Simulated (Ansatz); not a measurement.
The system is EuMo.

```
CELL_PARAMETERS angstrom
3.53145 0.00000 0.00000
0.00000 3.53145 0.00000
0.00000 0.00000 3.53145
ATOMIC_POSITIONS crystal
Eu 0.50000 0.50000 0.50000
Mo 0.00000 0.00000 0.00000
```

The cell was built by a generator and needn't be a form met in nature.

```yaml
Program: Ansatz 0.2.0
Task: relaxation of cell and atoms
Functional: LDA
Potentials_or_basis: Ansatz PAW
Cutoff: "420 eV (not typed: the program's choice for these potentials)"
k_mesh: 6 × 6 × 6
Occupations: fermi-dirac, width 0.05 eV
Spin: collinear spin, ferromagnetic start
Starting_moments: "[7.0, 1.0] μB"
```

At the start: volume 22.02 Å³/atom.

Q: How do energy, volume and symmetry change on relaxing?

A: It ends after 5 steps and the volume is 19.46 Å³/atom (-11.6 %); space group Pm-3m (No. 221, to 0.05 Å); moment 6.12 μB per cell.

Step by step:
```tsv
step	energy change (eV)	largest force (eV/Å)	volume (Å³)
1	0.0000	0.0000	44.04
2	-0.1566	0.0000	37.91
3	-0.1640	0.0000	39.15
4	-0.1646	0.0000	38.92
5	-0.1632	0.0000	38.92
```

Final structure:
```
Eu Mo
1.0
     3.38893    0.00000    0.00000
     0.00000    3.38893    0.00000
     0.00000    0.00000    3.38893
Eu Mo
1 1
Direct
  0.50000 0.50000 0.50000
  0.00000 0.00000 0.00000
```

Caveat: the plane-wave basis is chosen anew once the cell has moved, so the energies of steps on either side of that aren't comparable; without U or exact exchange the open f shell lies at the Fermi level, which spoils levels, moments and volumes; the PAW data sets come from PBE, with cores solved anew for the run's functional, which leaves a small shift of forces and pressure; the starting moments weren't kept.
